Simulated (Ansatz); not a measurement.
**InH3 (SMILES [InH3]) at PBE/STO-3G**

Aim: the energy change on altering one bond length of InH3 at PBE/STO-3G, from 2 runs. 

The results are computed with Ansatz 0.2.0.

29 further runs of the same task are left out: 1 that didn't finish, 28 set aside as unsound or not needed.

## 1. The structure to begin with

InH3 has 4 atoms, charge 0, and is taken as a singlet. SMILES: `[InH3]`. The coordinates come from a PBE0-D4/def2-TZVP relaxation.

Bond lengths: In1–H2 1.724 Å, In1–H3 1.724 Å, In1–H4 1.724 Å. Angles: H2–In1–H3 120.0°, H2–In1–H4 120.0°, H3–In1–H4 120.0°.

## 2. The energy at PBE/STO-3G

run.yaml reads:

```yaml
crystal:
  periodic: [false, false, false]
  atoms:
    - {symbol: In, position_ang: [0.013900, -0.015100, -0.005100]}
    - {symbol: H, position_ang: [0.415500, 1.516000, 0.678200]}
    - {symbol: H, position_ang: [-1.095600, -0.107300, -1.321400]}
    - {symbol: H, position_ang: [0.721800, -1.454000, 0.628000]}
basis:
  gaussian: {orbitals: STO-3G}
hamiltonian: {xc: pbe}
accuracy: high
```

Started as:

```console
$ ansatz run run.yaml --threads 1 --pin off --max-ram 2610MiB --events-out events.jsonl --progress --plain --runs-dir runs
```

Output:

```text
Warning: RAYON_NUM_THREADS=1 ignored (pool sized by the plan → 1); use --threads N
Functional definition: PBE
  name "PBE"
  parameter kappa = 0.804
  parameter beta = 0.06672455060314922
  exchange = pbe_x(kappa = kappa, mu = beta*pi^2/3)
  correlation = pbe_c(beta = beta)
526 factors; integrals over basis functions are off by at most 3.8e-9 eV
mean field evaluation 1: about -154721.7785 eV, gradient 2.5e1 eV
mean field evaluation 2: about -154722.8168 eV, gradient 1.7e1 eV
mean field evaluation 4: about -154724.1765 eV, gradient 1.4e-1 eV
mean field evaluation 8: about -154724.1153 eV, gradient 1.5e-3 eV
mean field -154724.11530802 eV, -5686.0063617977 hartree, gradient 7.4e-9 eV, S^2 0.000000; 0 other end points of the search recorded, 0 dependent functions left out
reference -154724.11530977 eV, -5686.0063618620 hartree; 26, 26 occupied and 4, 4 virtual orbitals, 526 factors
Total energy: -154724.11530977 eV, -5686.0063618620 hartree
```

Wall time 1.4 s (1 thread of Arm Neoverse V1, shared host); peak memory 0.092 GiB.

## 3. The distorted shape at the same level

in.yaml reads:

```yaml
crystal:
  periodic: [false, false, false]
  atoms:
    - {symbol: In, position_ang: [0.291284, 0.007951, 0.323986]}
    - {symbol: H, position_ang: [0.692884, 1.539051, 1.007286]}
    - {symbol: H, position_ang: [-1.095600, -0.107300, -1.321400]}
    - {symbol: H, position_ang: [0.999184, -1.430949, 0.957086]}
basis:
  gaussian: {orbitals: STO-3G}
hamiltonian: {xc: {name: PBE}}
accuracy: high
```

Started as:

```console
$ ansatz run in.yaml --threads 1 --pin off --max-ram 2610MiB --events-out events.jsonl --progress --plain --runs-dir runs
```

Output:

```text
Warning: RAYON_NUM_THREADS=1 ignored (pool sized by the plan → 1); use --threads N
Functional definition: PBE
  name "PBE"
  parameter kappa = 0.804
  parameter beta = 0.06672455060314922
  exchange = pbe_x(kappa = kappa, mu = beta*pi^2/3)
  correlation = pbe_c(beta = beta)
525 factors; integrals over basis functions are off by at most 3.9e-9 eV
mean field evaluation 1: about -154720.0730 eV, gradient 2.6e1 eV
mean field evaluation 2: about -154719.8945 eV, gradient 2.3e1 eV
mean field evaluation 4: about -154722.9030 eV, gradient 1.4e0 eV
mean field evaluation 8: about -154722.8382 eV, gradient 7.3e-4 eV
mean field evaluation 16: about -154722.8382 eV, gradient 2.7e-8 eV
mean field -154722.83823023 eV, -5685.9594300544 hartree, gradient 2.7e-8 eV, S^2 0.000000; 0 other end points of the search recorded, 0 dependent functions left out
reference -154722.83823201 eV, -5685.9594301197 hartree; 26, 26 occupied and 4, 4 virtual orbitals, 525 factors
Total energy: -154722.83823201 eV, -5685.9594301197 hartree
```

Run time: 1.4 s. Hardware: 1 thread of Arm Neoverse V1, shared host; peak memory 0.092 GiB.

## 4. Outcome

Level: PBE/STO-3G.

| quantity | value |
| --- | --- |
| first shape: total energy | -5686.00636 Eh |
| distorted shape: total energy | -5685.95943 Eh |
| energy change with the In1–H3 bond stretched from 1.724 to 2.155 Å | 1.277 eV |

What this shows: With the In1–H3 bond stretched from 1.724 to 2.155 Å the energy rises by 1.28 eV (123 kJ/mol). The first shape isn't relaxed at this level, so the change isn't measured from a minimum. The minimal basis adds a large error of its own. Relativity is left out (first shape) although the molecule holds a heavy atom. Relativity is left out (distorted shape) although the molecule holds a heavy atom.
